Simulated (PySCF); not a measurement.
# O4Si4: relaxation and vibrations and intensities, part 2 of 2

The task, for O4Si4: 2 runs in a chain (relaxation and vibrations and intensities).

PySCF 2.14.0; relaxation, pbe0, def2-tzvp, and further levels as typed in the inputs. The steps go on from the part before.

## 3. Vibrations and intensities: vibrations and intensities, pbe0, def2-tzvp

It takes the final geometry of step 2.

Input file run.py:

```python
from pyscf import gto, dft
from pyscf.hessian import thermo
import numpy as np
mol = gto.M(atom="mol.xyz", basis="def2-tzvp", charge=1, spin=1, verbose=4)
mf = dft.UKS(mol, xc="pbe0").density_fit().run(conv_tol=1e-9)
for i in range(6):  # look for a lower solution of the same spin
    mo, _, ok, _ = mf.stability(return_status=True)
    if ok: break
    mf.kernel(mf.make_rdm1(mo, mf.mo_occ))
print(f"converged SCF energy = {mf.e_tot:.10f}, stable: {ok}")
mol.verbose = 0; x = mol.atom_coords(); n = x.size; h = np.zeros((n, n + 3))
def point(d):
    m = mol.set_geom_(x + d.reshape(-1, 3), unit="Bohr", inplace=False); s = dft.UKS(m, xc="pbe0").density_fit()
    s.grids.level = 4
    s.run(mf.make_rdm1(), conv_tol=1e-10); g = s.nuc_grad_method(); g.grid_response = True
    return np.append(g.kernel(), s.dip_moment(unit="AU", verbose=0))
for k in range(n): d = np.zeros(n); d[k] = 0.01; h[k] = (point(d) - point(-d)) / 0.02
H = (h[:, :n] + h[:, :n].T) / 2
f = thermo.harmonic_analysis(mol, H.reshape(mol.natm, 3, mol.natm, 3).transpose(0, 2, 1, 3))
print("harmonic vibrations: frequency (1/cm), infrared intensity (km/mol)")
for w, q in zip(f["freq_wavenumber"], f["norm_mode"]): t = q.ravel() @ h[:, n:]; print(f"  {w.real - w.imag:9.2f} {974.88 * t @ t:9.2f}")
```

Started as:

```console
python run.py
```

Log:

```text
[INPUT] num. atoms = 8
[INPUT] num. electrons = 87
[INPUT] charge = 1
[INPUT] spin (= nelec alpha-beta = 2S) = 1
[INPUT] symmetry False subgroup None
[INPUT] Mole.unit = angstrom
[INPUT] Symbol           X                Y                Z      unit          X                Y                Z       unit  Magmom
[INPUT]  1 O     -1.128260660000   1.291795480000  -1.597033880000 AA   -2.132103644521   2.441139666151  -3.017956644852 Bohr   0.0
[INPUT]  2 Si    -2.785907240000   0.798383600000  -1.524747030000 AA   -5.264601692043   1.508726346344  -2.881354295944 Bohr   0.0
[INPUT]  3 O     -2.222544990000  -0.518614240000  -0.554978670000 AA   -4.200001330624  -0.980038877899  -1.048757691275 Bohr   0.0
[INPUT]  4 Si    -0.698838170000   0.024237200000  -0.680690490000 AA   -1.320612746692   0.045801670026  -1.286318601696 Bohr   0.0
[INPUT]  5 O      0.058305150000   0.392252210000   0.751078710000 AA    0.110180765152   0.741249248655   1.419333059892 Bohr   0.0
[INPUT]  6 Si     1.435940810000  -0.059292790000   1.451334030000 AA    2.713534861986  -0.112047134261   2.742623831961 Bohr   0.0
[INPUT]  7 Si     1.807061490000  -1.643220770000  -0.916476640000 AA    3.414851306348  -3.105237217497  -1.731889849162 Bohr   0.0
[INPUT]  8 O      0.386857450000  -1.030604390000  -1.363503640000 AA    0.731054629748  -1.947560039874  -2.576648449448 Bohr   0.0

nuclear repulsion = 677.107186818365
number of shells = 96
number of NR pGTOs = 436
number of NR cGTOs = 272
basis = def2-tzvp
ecp = {}

******** <class 'pyscf.df.df_jk.DFUKS'> ********
method = DFUKS
initial guess = minao
damping factor = 0
level_shift factor = 0
DIIS = <class 'pyscf.scf.diis.CDIIS'>
diis_start_cycle = 1
diis_space = 8
diis_damp = 0
SCF conv_tol = 1e-09
SCF conv_tol_grad = None
SCF max_cycles = 50
direct_scf = False
number electrons alpha = 44  beta = 43
XC library pyscf.dft.libxc version 7.0.0
    S. Lehtola, C. Steigemann, M. J.T. Oliveira, and M. A.L. Marques.,  SoftwareX 7, 1–5 (2018)
XC functionals = pbe0
    C. Adamo and V. Barone.,  J. Chem. Phys. 110, 6158 (1999)
    M. Ernzerhof and G. E. Scuseria.,  J. Chem. Phys. 110, 5029 (1999)
radial grids:
    Treutler-Ahlrichs [JCP 102, 346 (1995); DOI:10.1063/1.469408] (M4) radial grids

becke partition: Becke, JCP 88, 2547 (1988); DOI:10.1063/1.454033
pruning grids: <function nwchem_prune at 0x785b4c351c60>
grids dens level: 3
symmetrized grids: False
atomic radii adjust function: <function treutler_atomic_radii_adjust at 0x785b4c352980>
small_rho_cutoff = 0
Set gradient conv threshold to 3.16228e-05
tot grids = 133048
******** <class 'pyscf.df.df.DF'> ********
auxbasis = def2-tzvp-jkfit
init E= -1459.63081814587
[... the frontier-level lines of each cycle are left out ...]


cycle= 1 E= -1457.84247128721  delta_E= 1.79  |g|= 1.02  |ddm|= 2.05
cycle= 2 E= -1454.75060067712  delta_E= 3.09  |g|= 2.44  |ddm|= 1.85
cycle= 3 E= -1458.12531147768  delta_E= -3.37  |g|= 0.423  |ddm|= 1.61
cycle= 4 E= -1458.21255933371  delta_E= -0.0872  |g|= 0.142  |ddm|= 0.374
cycle= 5 E= -1458.21966691888  delta_E= -0.00711  |g|= 0.0922  |ddm|= 0.163
cycle= 6 E= -1458.22282530111  delta_E= -0.00316  |g|= 0.0182  |ddm|= 0.0622
cycle= 7 E= -1458.22296368292  delta_E= -0.000138  |g|= 0.00475  |ddm|= 0.0177
cycle= 8 E= -1458.22297941081  delta_E= -1.57e-05  |g|= 0.00157  |ddm|= 0.00653
cycle= 9 E= -1458.22298286546  delta_E= -3.45e-06  |g|= 0.000754  |ddm|= 0.00328
cycle= 10 E= -1458.22298341309  delta_E= -5.48e-07  |g|= 0.000697  |ddm|= 0.00144
cycle= 11 E= -1458.22298367913  delta_E= -2.66e-07  |g|= 0.000181  |ddm|= 0.00072
cycle= 12 E= -1458.22298371256  delta_E= -3.34e-08  |g|= 4.41e-05  |ddm|= 0.00035
cycle= 13 E= -1458.22298371561  delta_E= -3.04e-09  |g|= 1.93e-05  |ddm|= 0.000116
cycle= 14 E= -1458.22298371582  delta_E= -2.18e-10  |g|= 1.77e-05  |ddm|= 3.43e-05
Extra cycle  E= -1458.22298371561  delta_E= 2.13e-10  |g|= 3.12e-05  |ddm|= 2.25e-05
converged SCF energy = -1458.22298371561  <S^2> = 0.76744463  2S+1 = 2.0173692
uhf_internal: lowest eigs of H = [0.07171041 0.12926498 0.13567644]
<class 'pyscf.df.df_jk.DFUKS'> wavefunction is stable in the internal stability analysis
converged SCF energy = -1458.2229837156, stable: True
harmonic vibrations: frequency (1/cm), infrared intensity (km/mol)
      70.03      3.96
     107.45      0.00
     112.54      1.16
     195.63      0.01
     233.79     12.20
     238.34      0.01
     296.51      2.16
     335.13      3.10
     362.10      8.09
     531.66     11.23
     619.69     74.63
     700.99     53.97
     728.95     89.72
     767.86    410.13
     941.80    132.10
     974.78      0.29
     996.57     52.93
    1106.79   1010.48
```

It took 44 min on 2 threads of AMD EPYC 9R14 (Zen 4), shared host.

Harmonic frequencies from the force constants, with isotope-averaged masses (PySCF's default) and rigid motions projected out (i: imaginary):

```
mode  cm⁻¹  IR (km/mol)
   1    70          4.0
   2   107          0.0
   3   113          1.2
   4   196          0.0
   5   234         12.2
   6   238          0.0
   7   297          2.2
   8   335          3.1
   9   362          8.1
  10   532         11.2
  11   620         74.6
  12   701         54.0
  13   729         89.7
  14   768        410.1
  15   942        132.1
  16   975          0.3
  17   997         52.9
  18  1107       1010.5
```

## 4. Results

What follows sums up all 2 parts.

| quantity | value |
| --- | --- |
| harmonic frequencies (step 3) | 70 to 1107 cm⁻¹ |
| zero-point energy (step 3) | 0.578 eV |

In step 3 all modes are real: a minimum.
